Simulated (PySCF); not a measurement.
# H2O4Os (Os(O)3(H2O)2+): the cost of one run

Method: PBE0, Os def2-SVP with ECP60, O def2-SVP, H def2-SVP; scalar-relativistic core potentials, no spin–orbit coupling; program: PySCF 2.14.0.

2 further runs of the same task are left out: 2 for a known fault of the program.

### 1 Where the work starts

7 atoms, charge 2, spin multiplicity 1.

Bond lengths: Os1–O2 1.657 Å, Os1–O3 1.659 Å, Os1–O4 1.657 Å, Os1–O5 2.022 Å, O5–H6 0.995 Å, O5–H7 0.996 Å. Angles: O2–Os1–O3 107.8°, O2–Os1–O4 107.3°, O2–Os1–O5 112.1°, O3–Os1–O4 107.8°, O3–Os1–O5 109.6°, O4–Os1–O5 112.1°, Os1–O5–H6 125.1°, Os1–O5–H7 125.8°, H6–O5–H7 109.2°.

As a file:

| atom | x (Å) | y (Å) | z (Å) |
| --- | --- | --- | --- |
| Os1 | 0.00000 | -0.28456 | -0.29344 |
| O2 | 1.33415 | 0.07138 | -1.20877 |
| O3 | 0.00000 | 0.73193 | 1.01801 |
| O4 | -1.33415 | 0.07138 | -1.20877 |
| O5 | 0.00000 | -2.20485 | 0.33883 |
| H6 | 0.00000 | -2.49300 | 1.29151 |
| H7 | 0.00000 | -3.01044 | -0.24679 |

Formal oxidation states: Os +8. An earlier session relaxed this geometry at PBE0, Os def2-SVP with ECP60, O def2-SVP, H def2-SVP (singlet, point group Cs).

Its energy there is -391.299354 Eh.

### 2 Multiplicity 3 at the relaxed geometry

File run.py (the lines that set the calculation):

```python
mol = gto.M(atom='''
Os     0.00000    -0.28456    -0.29344
O      1.33415     0.07138    -1.20877
O      0.00000     0.73193     1.01801
O     -1.33415     0.07138    -1.20877
O      0.00000    -2.20485     0.33883
H      0.00000    -2.49300     1.29151
H      0.00000    -3.01044    -0.24679''',
    basis={'Os': 'def2-SVP', 'O': 'def2-SVP', 'H': 'def2-SVP'},
    ecp={'Os': 'def2-SVP'},
    charge=2, spin=2)
mf = dft.UKS(mol, xc='PBE0')
mf.grids.atom_grid = (50, 194)
mf = mf.density_fit()  # fitting sets: Os def2-universal-JKFIT, O def2-universal-JKFIT, H def2-universal-JKFIT
mf.conv_tol = 1e-08; mf.max_cycle = 55
mf.kernel(dm0)  # dm0: free metal ions and neutral atoms
```

On the command line:

```
OMP_NUM_THREADS=2 python run.py
```

**Question.** How long does this run take on 2 threads of Arm Neoverse V2, shared host?

About 4.3 s.
